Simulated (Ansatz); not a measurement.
Write a Python script for Ansatz 0.2.0 through its Python package that makes the spin response to a magnetic field of SrTl, space group Pm-3m. Level of theory (first run): r2SCAN, PAW, cutoff 600 eV, 6×6×6 k-points, Methfessel-Paxton smearing of 0.15 eV, collinear spin.

```
Sr Tl
1.0
     4.03200    0.00000    0.00000
     0.00000    4.03200    0.00000
     0.00000    0.00000    4.03200
Sr Tl
1 1
Direct
  0.00000 0.00000 0.00000
  0.50000 0.50000 0.50000
```

`zeeman.py`
```python
'''Response of the spins of SrTl to a Zeeman field.'''

import ansatz as az
import numpy as np
import pandas as pd

XC = 'r2scan'
CUTOFF_EV = 600
OCCUPATIONS = 'methfessel_paxton'
SIGMA = 0.15


def main() -> None:
    lattice = az.Lattice.of(
        [4.032, 0.0, 0.0],
        [0.0, 4.032, 0.0],
        [0.0, 0.0, 4.032],
    )
    sites = [
        ('Sr', [0.0, 0.0, 0.0]),
        ('Tl', [0.5, 0.5, 0.5]),
    ]
    structure = az.Crystal(lattice=lattice)
    for symbol, position in sites:
        structure = structure.atom(symbol, position)

    calculation = (
        structure.calculation()
        .functional(XC)
        .kpoints(6)
        .basis(CUTOFF_EV)
        .occupations(OCCUPATIONS, width=SIGMA)
        .spin('collinear')
    )
    # the field acts on the spins alone; such large fields lift the response over the noise
    rows = []
    for tesla in [0, 250, 500]:
        report = (calculation.magnetic_field(tesla) if tesla else calculation).run(threads=1).report
        rows.append((tesla, report['magnetization_mub'], report['free_energy_ev'], report['components'].get('e_zeeman', 0.0)))
    print(pd.DataFrame(rows, columns=['B (T)', 'moment muB', 'F eV', 'Zeeman term eV']).round(4).to_string(index=False))
    slope = np.polyfit([row[0] for row in rows], [row[1] for row in rows], 1)[0]
    print(f'dM/dB = {1000 * slope:.4f} muB per 1000 T per cell')


if __name__ == '__main__':
    main()
```

```console
$ python zeeman.py
RunWarning: this spin-polarised run has no starting moment large enough to seed its density, so its SCF can try parallel moments of its own, which can die out, and starts no order whose moments cancel. Behind that start scf.lower_state_search: light tries no other order and makes no probe for moments, and off searches [...]
 B (T)  moment muB        F eV  Zeeman term eV
     0      0.0000 -15014.7493          0.0000
   250      0.0466 -15014.7497         -0.0007
   500      0.0854 -15014.7506         -0.0025
dM/dB = 0.1707 muB per 1000 T per cell
```
(Warnings from the package without file and line, shortened.)

Caveats:
- Absolute energies stand on the zero of these potentials, so only differences at equal settings mean something. A total without «per atom» is that of the cell as typed.
- For a metal this k-point mesh is coarse: on a finer one energies can move by several to tens of meV an atom and pressures by half a GPa or more, differences at one mesh by less.
- Spin-orbit coupling, which matters for elements this heavy, is left out.
- r2SCAN tends to overestimate the moments of itinerant magnets.
- The starting cell is as deposited in a crystallographic database; the results hold for this polymorph, which needn't be the stable one.
- Orbital magnetism is left out. The response of a metal hangs strongly on mesh and smearing, and a straight-line fit holds only where the moment is linear in the field.
- Finished in 47 s on 1 thread of AMD EPYC 7R13 Processor (Zen 3) (shared host), peak memory 0.65 GiB.

(Lines on the test bed's own set-up are left out of the output.)
